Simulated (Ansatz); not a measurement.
# WH (sextet): from Hartree-Fock to the top rungs at distance W1–H2 = 3.102 Å, def2-SVP

One table from this session's results is given with a row withheld; the runs are named, their logs left out.

Computed with Ansatz 0.2.0, Gaussian basis. Level: def2-SVP, core rule «outside noble gas», up to 4 orbitals frozen.

To be run: UHF; CCSD(T) on natural orbitals of UHF; CCSD(T) on UHF; CISD; CCSDT(Q) on natural orbitals of UHF; CCSDT(Q) on UHF; CASSCF and MRCISD+Q, 7 electrons in 7 orbitals; CASSCF and NEVPT2, 7 electrons in 7 orbitals; Full CI.

14 further runs of the same task are left out: 2 for a known fault of the program, 10 that didn't finish, 2 set aside as unsound or not needed.

### The geometry

The geometry derives from a PBE0/def2-TZVP stationary point (not a proven minimum). One bond is set to the value named and the two fragments are kept rigid. No spin-orbit coupling is included. Elements past krypton take def2 core potentials.

2 atoms, charge 0, spin multiplicity 6.

Atoms are counted from 1 here; the program's logs count them from 0.

No contacts short enough for the rule that draws bonds.

The first run:

Input file in.yaml:

```yaml
crystal:
  periodic: [false, false, false]
  atoms:
    - {symbol: W, position_ang: [0.000000, 0.000000, 0.000000]}
    - {symbol: H, position_ang: [0.000000, 0.000000, 3.102000]}
basis:
  gaussian: {orbitals: def2-SVP}
magnetization: {spin_polarized: true, initial_magnetization: 5}
hamiltonian: {xc: hf}
output: {orbitals: {seedname: orbitals}}
```

Launch:

```bash
$ ansatz run in.yaml --threads 1 --pin off --events-out ev --progress --plain --max-ram 2393MiB
```

Steps of the session up to this table: UHF; CCSD(T) on natural orbitals of UHF; CCSD(T) on UHF; CISD; CCSDT(Q) on natural orbitals of UHF; CCSDT(Q) on UHF; CASSCF and MRCISD+Q, 7 electrons in 7 orbitals; CASSCF and NEVPT2, 7 electrons in 7 orbitals; Full CI.

One table of the session follows, with a row left open; its other results are not shown here.

| method | from FCI (meV) |
| --- | --- |
| RMP2 | +702.2 |
| CISD | +701.7 |
| RCCSD | ? |
| RCCSD(T) | +11.4 |
| RCCSDT | -18.4 |
| RCCSDT(Q) | -25.9 |
| CASSCF valence | +1758.8 |
| NEVPT2 valence | +530.9 |
| MRCISD valence | +54.2 |
| MRCISD+Q valence | -9.5 |
| FCI | 0 |

Q: Estimate the row for RCCSD from the others.

As computed: from FCI (meV): +120.9. In the column «from FCI (meV)» it lies between MRCISD valence (+54.2) and NEVPT2 valence (+530.9).

Left out of the table: ROHF, UHF, UMP2, UCCSD, UCCSD(T), UCCSDT, UCCSDT(Q) (another determinant or state than the rows shown).

Caveats from the session: The report flags that the cluster equations may have other roots. The program flags RCCSD(T), RCCSDT(Q) as in doubt, so those rows may rest on another solution; read them beside their warnings. RCCSDT, RCCSDT(Q), MRCISD+Q valence fall below full CI, which methods that aren't variational can do.
